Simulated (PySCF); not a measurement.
# CaSb: from the state search to spectroscopic constants

One table from this session's results is given with a row withheld; the runs are named, their logs left out.

Method: Ca def2-SVPD, Sb def2-SVPD with ECP28, scalar-relativistic core potentials; program: PySCF 2.14.0.

The first run:

Settings of the job:

```
atoms                         : Ca, Sb
charge                        : 0
basis                         : Ca def2-SVPD, Sb def2-SVPD with ECP28
Hamiltonian                   : scalar-relativistic core potentials
basis functions               : 59
electrons treated             : 43
masses in u                   : 39.9626, 120.9038
levels                        : PBE0, PBE, r²SCAN, B97-3, r²SCANh, LDA, HSE06, HF, MP2, SCS-MP2
grid                          : 80 radial by 434 angular points
occupations                   : held fixed by the projection of orbital angular momentum
dissociation limit            : Ca + Sb, each in its ground configuration
starting distance in angstrom : 2.955
values of 2S to try           : 1, 3
```

Command:

```sh
> OMP_NUM_THREADS=1 python dia.py task.json out
```

Steps of the session up to this table: The job; First curve: PBE0; Higher solutions at PBE0; PBE (GGA); r²SCAN (meta-GGA); B97-3; r²SCANh; LDA; HSE06; UHF.

One of the session's tables, all rows but one given; the rest of the session is left out.

Energy (eV) from each level's lowest point:

| R (Å) | UHF | UHF-MP2 | UHF-SCS-MP2 | LDA | PBE |
| --- | --- | --- | --- | --- | --- |
| 2.662 | 0.816 | 0.761 | 0.790 | 0.369 | 0.507 |
| 2.785 | 0.412 | 0.385 | 0.406 | 0.134 | 0.220 |
| 2.909 | 0.170 | 0.161 | 0.175 | 0.024 | 0.066 |
| 3.002 | 0.067 | 0.066 | 0.075 | 0.000 | 0.013 |
| 3.095 | 0.015 | 0.016 | 0.020 | 0.013 | 0.000 |
| 3.188 | 0.000 | 0.000 | 0.000 | 0.052 | 0.016 |
| 3.312 | 0.023 | 0.017 | 0.012 | 0.134 | 0.069 |
| 3.466 | 0.094 | 0.078 | 0.066 | 0.262 | 0.167 |
| 3.652 | ? | ? | ? | ? | ? |
| 3.900 | 0.326 | 0.314 | 0.289 | 0.651 | 0.491 |

**Question.** Estimate the row for R (Å) = 3.652.

Worked estimate for «UHF». A straight line through the neighbours (3.466, 0.094) and (3.900, 0.326) gives 0.094 + (0.326 − 0.094) × (3.652 − 3.466) / (3.900 − 3.466) = 0.193; a parabola fitted to 3 rows on both sides gives 0.188.

As computed: UHF: 0.203; UHF-MP2: 0.178; UHF-SCS-MP2: 0.160; LDA: 0.431; PBE: 0.305. In «UHF» the line misses by -0.010 and the parabola by -0.015.

Caveats from the session: At some levels the lowest empty orbital lies below the highest filled one (the two can be of opposite spin).
